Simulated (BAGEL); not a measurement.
# CH4BFO2 (SMILES COB(O)F) at B3LYP/6-31G(d) (density fitting with qzvpp-jkfit, spherical functions)

Aim: the energy change on altering one bond length of CH4BFO2 at B3LYP/6-31G* (density fitting with qzvpp-jkfit, spherical functions), from 2 runs. 

The results are computed with BAGEL 1.2.2.

## Step 1: The molecule

CH4BFO2: 9 atoms, total charge 0, spin state singlet. SMILES: `COB(O)F`. The coordinates come from a PBE0-D4/def2-TZVP relaxation. This is one conformer, not always the lowest.

Bond lengths: C1–O2 1.414 Å, O2–B3 1.344 Å, B3–O4 1.361 Å, B3–F5 1.336 Å, C1–H6 1.092 Å, C1–H7 1.091 Å, C1–H8 1.092 Å, O4–H9 0.959 Å. Some angles: C1–O2–B3 122.2°, O2–B3–O4 122.7°, O2–B3–F5 117.4°, O4–B3–F5 119.9°, O2–C1–H6 108.8°, O2–C1–H7 111.8°, O2–C1–H8 108.7°, B3–O4–H9 112.6°, H6–C1–H7 109.3°, H6–C1–H8 108.7°.

## Step 2: A single-point energy at B3LYP/6-31G(d) (density fitting with qzvpp-jkfit, spherical functions)

File job.json:

```json
{ "bagel": [

{
  "title": "molecule",
  "basis": "6-31gs.json",
  "df_basis": "qzvpp-jkfit",
  "angstrom": "true",
  "geometry": [
    { "atom": "C", "xyz": [   -0.649300,    0.491300,   -1.085900 ] },
    { "atom": "O", "xyz": [   -0.487000,    0.689600,    0.304600 ] },
    { "atom": "B", "xyz": [    0.320400,   -0.085100,    1.049500 ] },
    { "atom": "O", "xyz": [    1.040400,   -1.114300,    0.524700 ] },
    { "atom": "F", "xyz": [    0.401500,    0.187700,    2.355300 ] },
    { "atom": "H", "xyz": [   -1.701500,    0.285200,   -1.291400 ] },
    { "atom": "H", "xyz": [   -0.040700,   -0.337700,   -1.451200 ] },
    { "atom": "H", "xyz": [   -0.363100,    1.407000,   -1.606600 ] },
    { "atom": "H", "xyz": [    1.567700,   -1.570100,    1.184000 ] }
  ]
},
{ "title": "ks", "xc_func": "b3lyp" },
{ "title": "print", "file": "orbitals.molden", "orbitals": "true" }

]}
```

The basis set 6-31G* is read from a file made from the Basis Set Exchange's data (not shown).

Launch:

```console
BAGEL_NUM_THREADS=1 BAGEL job.json > job.out
```

Log:

```text
* using 1 threads per process

  ===============================================================
  ===============================================================

  *** Geometry ***

  { "atom" : "C", "xyz" : [     -1.226999,      0.928422,     -2.052054 ] },
  { "atom" : "O", "xyz" : [     -0.920297,      1.303155,      0.575611 ] },
  { "atom" : "B", "xyz" : [      0.605468,     -0.160816,      1.983268 ] },
  { "atom" : "O", "xyz" : [      1.966071,     -2.105722,      0.991539 ] },
  { "atom" : "F", "xyz" : [      0.758725,      0.354702,      4.450872 ] },
  { "atom" : "H", "xyz" : [     -3.215369,      0.538950,     -2.440392 ] },
  { "atom" : "H", "xyz" : [     -0.076912,     -0.638161,     -2.742371 ] },
  { "atom" : "H", "xyz" : [     -0.686160,      2.658845,     -3.036034 ] },
  { "atom" : "H", "xyz" : [      2.962524,     -2.967059,      2.237436 ] },

  Number of auxiliary basis functions:      453

  Since a DF basis is specified, we compute 2- and 3-index integrals:
    o Being stored without compression. Storage requirement is 0.022 GB

  Number of basis functions:       78
  Number of electrons      :       40

    * METHOD: MOLECULE                             0.21

  *** Kohn-Sham DFT ***

    * Removing 17001 points whose weight is below 1.00e-10
    * Grid points: 117153

  === Nuclear Repulsion ===
   174.2211037082

       - DIIS with orbital gradients will be used.

  === KS iteration (b3lyp / 6-31gs.json) ===
      0       -276.47192500          0.13365099           0.38
      1       -181.32588655          0.21041493           0.37
      2       -205.06006724          0.22200378           0.35
      3       -294.39116413          0.12777958           0.34
      4       -311.20854805          0.09237775           0.37
      5       -311.88425312          0.07324079           0.38
      6       -315.30221674          0.03609908           0.38
      7       -315.69212505          0.01694505           0.38
      8       -315.76531182          0.00987958           0.35
      9       -315.79628220          0.00370486           0.35
     10       -315.80085877          0.00166445           0.37
     11       -315.80124005          0.00124271           0.37
     12       -315.80182874          0.00019028           0.36
     13       -315.80184219          0.00003530           0.37
     14       -315.80184263          0.00000758           0.37
     15       -315.80184264          0.00000726           0.38
     16       -315.80184266          0.00000199           0.37
     17       -315.80184266          0.00000023           0.35
     18       -315.80184266          0.00000012           0.38
     19       -315.80184266          0.00000005           0.38
     20       -315.80184266          0.00000001           0.37
    * SCF iteration converged.

    * Permanent dipole moment:
           (   -0.276164,     0.451716,     0.402670) a.u.

    * METHOD: KS                                   8.41

    * METHOD: PRINT                                0.01

  ===============================================================
```

It took 9 s on 1 thread of Intel Xeon 6975P-C (Granite Rapids), shared host; peak memory 0.43 GiB.

## Step 3: The distorted shape

File job.json:

```json
{ "bagel" : [

{
  "title" : "molecule",
  "basis" : "6-31gs.json",
  "df_basis" : "qzvpp-jkfit",
  "angstrom" : "true",
  "geometry" : [
    { "atom" : "C", "xyz" : [      -0.714179,       0.273064,      -2.130522 ] },
    { "atom" : "O", "xyz" : [      -0.551879,       0.471364,      -0.740022 ] },
    { "atom" : "B", "xyz" : [       0.255521,      -0.303336,       0.004878 ] },
    { "atom" : "O", "xyz" : [       0.975521,      -1.332536,      -0.519922 ] },
    { "atom" : "F", "xyz" : [       0.401500,       0.187700,       2.355300 ] },
    { "atom" : "H", "xyz" : [      -1.766379,       0.066964,      -2.336022 ] },
    { "atom" : "H", "xyz" : [      -0.105579,      -0.555936,      -2.495822 ] },
    { "atom" : "H", "xyz" : [      -0.427979,       1.188764,      -2.651222 ] },
    { "atom" : "H", "xyz" : [       1.502821,      -1.788336,       0.139378 ] }
  ]
},

{
  "title" : "ks",
  "xc_func" : "b3lyp"
},

{
  "title" : "print",
  "file" : "orbitals.molden",
  "orbitals" : "true"
}

]}
```

The basis set 6-31G* is read from a file made from the Basis Set Exchange's data (not shown).

Launch:

```console
BAGEL_NUM_THREADS=1 BAGEL job.json > job.out
```

Log:

```text
* using 1 threads per process

  ===============================================================
  ===============================================================

  *** Geometry ***

  { "atom" : "C", "xyz" : [     -1.349603,      0.516016,     -4.026103 ] },
  { "atom" : "O", "xyz" : [     -1.042900,      0.890749,     -1.398439 ] },
  { "atom" : "B", "xyz" : [      0.482865,     -0.573222,      0.009218 ] },
  { "atom" : "O", "xyz" : [      1.843468,     -2.518128,     -0.982510 ] },
  { "atom" : "F", "xyz" : [      0.758725,      0.354702,      4.450872 ] },
  { "atom" : "H", "xyz" : [     -3.337973,      0.126544,     -4.414442 ] },
  { "atom" : "H", "xyz" : [     -0.199515,     -1.050567,     -4.716420 ] },
  { "atom" : "H", "xyz" : [     -0.808763,      2.246438,     -5.010083 ] },
  { "atom" : "H", "xyz" : [      2.839920,     -3.379465,      0.263386 ] },

  Number of auxiliary basis functions:      453

  Since a DF basis is specified, we compute 2- and 3-index integrals:
    o Being stored without compression. Storage requirement is 0.022 GB

  Number of basis functions:       78
  Number of electrons      :       40

    * METHOD: MOLECULE                             0.22

  *** Kohn-Sham DFT ***

    * Removing 15871 points whose weight is below 1.00e-10
    * Grid points: 118283

  === Nuclear Repulsion ===
   153.7220142786

       - DIIS with orbital gradients will be used.

  === KS iteration (b3lyp / 6-31gs.json) ===
      0       -283.02858570          0.13118555           0.41
      1       -212.22960362          0.19607943           0.38
      2       -269.23843210          0.17643259           0.39
      3       -301.03872159          0.12159544           0.37
      4       -314.81254485          0.04275320           0.35
      5       -312.13896782          0.07996884           0.36
      6       -315.31761561          0.02301103           0.37
      7       -315.36497098          0.02266525           0.36
      8       -315.56592192          0.01028465           0.36
      9       -315.61300526          0.00400025           0.34
     10       -315.61761839          0.00261224           0.38
     11       -315.62036911          0.00035528           0.39
     12       -315.62040452          0.00021269           0.37
     13       -315.62042363          0.00000697           0.40
     14       -315.62042367          0.00000412           0.38
     15       -315.62042367          0.00000317           0.39
     16       -315.62042367          0.00000165           0.39
     17       -315.62042368          0.00000067           0.36
     18       -315.62042368          0.00000014           0.37
     19       -315.62042368          0.00000010           0.36
     20       -315.62042368          0.00000003           0.36
     21       -315.62042368          0.00000001           0.37
    * SCF iteration converged.

    * Permanent dipole moment:
           (   -0.156626,     0.804441,     2.153200) a.u.

    * METHOD: KS                                   8.91

    * METHOD: PRINT                                0.01

  ===============================================================
```

Run time: 9.3 s. Hardware: 1 thread of Intel Xeon 6975P-C (Granite Rapids), shared host; peak memory 0.43 GiB.

## Step 4: Results

At B3LYP/6-31G* (density fitting with qzvpp-jkfit, spherical functions):

| quantity | value |
| --- | --- |
| first shape: total energy | -315.80184 Eh |
| first shape: dipole moment | 1.69 D |
| first shape: HOMO energy | -8.14 eV |
| first shape: LUMO energy | 1.91 eV |
| first shape: HOMO–LUMO gap | 10.05 eV |
| distorted shape: total energy | -315.62042 Eh |
| distorted shape: dipole moment | 5.86 D |
| distorted shape: HOMO energy | -6.99 eV |
| distorted shape: LUMO energy | -2.44 eV |
| distorted shape: HOMO–LUMO gap | 4.55 eV |
| energy change with the B3–F5 bond stretched from 1.336 to 2.406 Å | 4.937 eV |

With the B3–F5 bond stretched from 1.336 to 2.406 Å the energy rises by 4.94 eV (114 kcal/mol). The first shape isn't relaxed at this level, so the change isn't measured from a minimum.
